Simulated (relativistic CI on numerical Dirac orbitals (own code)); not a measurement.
# W⁴⁺: 5p photoemission multiplets

Wanted: the shape of the 5p photoemission spectrum of W⁴⁺ in 3 surroundings, from the same atomic integrals.

The numbers are computed with relativistic CI on numerical Dirac orbitals (own code) version 1 (Dirac-Coulomb-Breit CI, KLI orbitals optimised for each configuration, model QED (radiative potential, 1s self-energy scaled to tabulated hydrogen-like ionisation energies), multiplet model of photoemission in the sudden approximation in a parametric crystal field), except any that are marked as measured or tabulated.

**1. What is computed**

| Quantity | Value |
| --- | --- |
| ion | W⁴⁺ (W V) |
| nuclear charge | 74 |
| electrons | 70 |
| configurations | [Xe] 4f14 5d2 → [Kr] 4d10 4f14 5s2 5p5 5d2 |
| temperature | 300 K |
| widths | Lorentz 1.5 eV, Gauss 0.6 eV |
| surrounding 1 | Oh, 10Dq = 44300 cm⁻¹ |
| surrounding 2 | Td, 10Dq = -25800 cm⁻¹ |
| surrounding 3 | Oh, 10Dq = 21250 cm⁻¹ |

**2. Surrounding 1: Oh, 10Dq = 44300**

Settings of the run:

```ini
atom W  Z=74  charge=4  electrons=70
nucleus A=184  rms_radius_fm=5.3658
hamiltonian dirac-coulomb  breit=on  qed=on  c_scale=1
orbitals kli  potential=per-configuration
slater_scale 1
correlation none
mixing on
configurations
  [Xe] 4f14 5d2
  [Kr] 4d10 4f14 5s2 5p5 5d2
end
photoemission 5p T=300 lorentz=1.5 gauss=0.6
crystal_field Oh 10Dq=44300
```

**3. Surrounding 2: Td, 10Dq = -25800**

Settings: those of step 2 with these lines changed.

```diff
@@ -12,2 +12,2 @@
 photoemission 5p T=300 lorentz=1.5 gauss=0.6
-crystal_field Oh 10Dq=44300
+crystal_field Td 10Dq=-25800
```

**4. Surrounding 3: Oh, 10Dq = 21250**

Settings: those of step 3 with these lines changed.

```diff
@@ -12,2 +12,2 @@
 photoemission 5p T=300 lorentz=1.5 gauss=0.6
-crystal_field Td 10Dq=-25800
+crystal_field Oh 10Dq=21250
```

(Steps that only read results are left out.)

What does the calculation give? Wanted: highest peak, first run; ground spin.

As calculated:

| surrounding | ground S | centroid (eV) | spread (eV) | up to four highest peaks (% of the highest), eV |
| --- | --- | --- | --- | --- |
| 1: Oh | 0.98 | 93.78 | 6.76 | 87.8 (93), 89.2 (100), 98.8 (38), 102.4 (29) |
| 2: Td | 1.00 | 93.81 | 6.63 | 88.2 (100), 89.6 (81), 98.0 (25), 101.2 (37) |
| 3: Oh | 0.98 | 93.75 | 6.86 | 87.6 (89), 89.6 (100), 97.0 (27), 101.8 (38) |

| quantity | value |
| --- | --- |
| highest peak, first run | 89.2 eV |
| ground spin (effective S from ⟨S²⟩) | 0.98 |

What this shows: The position of the maximum differs by up to 1.4 eV between the surroundings, by shifts of peaks or by peaks exchanging rank. Energies are those of the free ion without screening by ligands; binding energies in solids differ by tens of eV.
